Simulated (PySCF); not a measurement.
# From one method to the next for NaSe⁺ (triplet)

What do other methods print for NaSe⁺ (triplet)?

Program: PySCF 2.14.0. Level of theory: method and basis as typed in the scripts. These are calculated values, not measurements.

4 further runs of the same task are left out: 4 that didn't finish.

## (1) Starting geometry

NaSe⁺ (triplet): 2 atoms, charge 1, spin multiplicity 3.

Bond lengths: Na1–Se2 2.984 Å.

## (2) The base run

Contents of input.py:

```python
from pyscf import gto, scf, mcscf, mrpt

mol = gto.M(
    atom='Na 0 0 0; Se 0 0 2.984',
    basis='lanl2dz',
    ecp={'Na': 'lanl2dz', 'Se': 'lanl2dz'},
    charge=1,
    spin=2,
    verbose=4,
)
mf = scf.ROHF(mol)
mf.kernel()
mc = mcscf.CASSCF(mf, 8, 6)
mc.kernel()
mc.analyze()
mrpt.NEVPT(mc).kernel()
mf.dip_moment()
print('orbital energies (hartree):', mf.mo_energy[..., max(0, mol.nelec[1]-3):mol.nelec[0]+3].round(4))
```

Started as:

```sh
OMP_NUM_THREADS=1 python input.py
```

## (3) Pw91 (ROKS)

Edit 1 changes functional: none (Hartree–Fock) → pw91; SCF type: ROHF → ROKS; step after the SCF: nevpt2 → analyze.

input.py, as its differences from that of step 2:

```diff
@@ -1,2 +1,2 @@
-from pyscf import gto, scf, mcscf, mrpt
+from pyscf import gto, dft
 
@@ -10,8 +10,5 @@
 )
-mf = scf.ROHF(mol)
+mf = dft.ROKS(mol, xc='pw91')
 mf.kernel()
-mc = mcscf.CASSCF(mf, 8, 6)
-mc.kernel()
-mc.analyze()
-mrpt.NEVPT(mc).kernel()
+mf.mulliken_pop()
 mf.dip_moment()
```

## (4) CASCI

Edit 2 changes step after the SCF: nevpt2 → casci; active space: 6 electrons in 8 orbitals → 6 electrons in 6 orbitals.

input.py, as its differences from that of step 2:

```diff
@@ -1,2 +1,2 @@
-from pyscf import gto, scf, mcscf, mrpt
+from pyscf import gto, scf, mcscf
 
@@ -12,6 +12,5 @@
 mf.kernel()
-mc = mcscf.CASSCF(mf, 8, 6)
+mc = mcscf.CASCI(mf, 6, 6)
 mc.kernel()
 mc.analyze()
-mrpt.NEVPT(mc).kernel()
 mf.dip_moment()
```

## (5) Active space 6 electrons in 10 orbitals

Edit 3 changes active space: 6 electrons in 8 orbitals → 6 electrons in 10 orbitals.

input.py, as its differences from that of step 2:

```diff
@@ -12,3 +12,3 @@
 mf.kernel()
-mc = mcscf.CASSCF(mf, 8, 6)
+mc = mcscf.CASSCF(mf, 10, 6)
 mc.kernel()
```

## (6) MP2 (UHF)

Edit 4 changes step after the SCF: nevpt2 → mp2; SCF type: ROHF → UHF.

Contents of input.py:

```python
from pyscf import gto, scf, mp

mol = gto.M(
    atom='Na 0 0 0; Se 0 0 2.984',
    basis='lanl2dz',
    ecp={'Na': 'lanl2dz', 'Se': 'lanl2dz'},
    charge=1,
    spin=2,
    verbose=4,
)
mf = scf.UHF(mol)
mf.kernel()
mp.MP2(mf).kernel()
mf.dip_moment()
print('orbital energies (hartree):', [e[max(0, n-3):n+3].round(4) for e, n in zip(mf.mo_energy, mol.nelec)])
```

## (7) UHF

Edit 5 changes SCF type: ROHF → UHF.

input.py, as its differences from that of step 2:

```diff
@@ -10,3 +10,3 @@
 )
-mf = scf.ROHF(mol)
+mf = scf.UHF(mol)
 mf.kernel()
@@ -17,2 +17,2 @@
 mf.dip_moment()
-print('orbital energies (hartree):', mf.mo_energy[..., max(0, mol.nelec[1]-3):mol.nelec[0]+3].round(4))
+print('orbital energies (hartree):', [e[max(0, n-3):n+3].round(4) for e, n in zip(mf.mo_energy, mol.nelec)])
```

What does the calculation give? Wanted: for each run, E(SCF); from base; gap, α spin; after the SCF.

**Answer**, as computed:

```
                                    run  E(SCF) (hartree)  from base (eV)  cycles  gap, α spin (eV)                                                                 after the SCF
                                   base         -9.006448               0       9               n/a  NEVPT2 correlation -0.927 eV (from the SCF energy, the CASSCF gain included)
                            pw91 (ROKS)         -9.194695  not comparable      10               n/a                                                                           n/a
                                  CASCI         -9.006448          0.0000       9               n/a                                                   CASCI correlation -0.461 eV
active space 6 electrons in 10 orbitals         -9.006448          0.0000       9               n/a  NEVPT2 correlation -0.929 eV (from the SCF energy, the CASSCF gain included)
                              MP2 (UHF)         -9.025917         -0.5298       9             11.57                                                     MP2 correlation -0.297 eV
                                    UHF         -9.025917         -0.5298       9             11.57  NEVPT2 correlation -0.398 eV (from the SCF energy, the CASSCF gain included)
```

A lower total energy from another functional means nothing by itself.
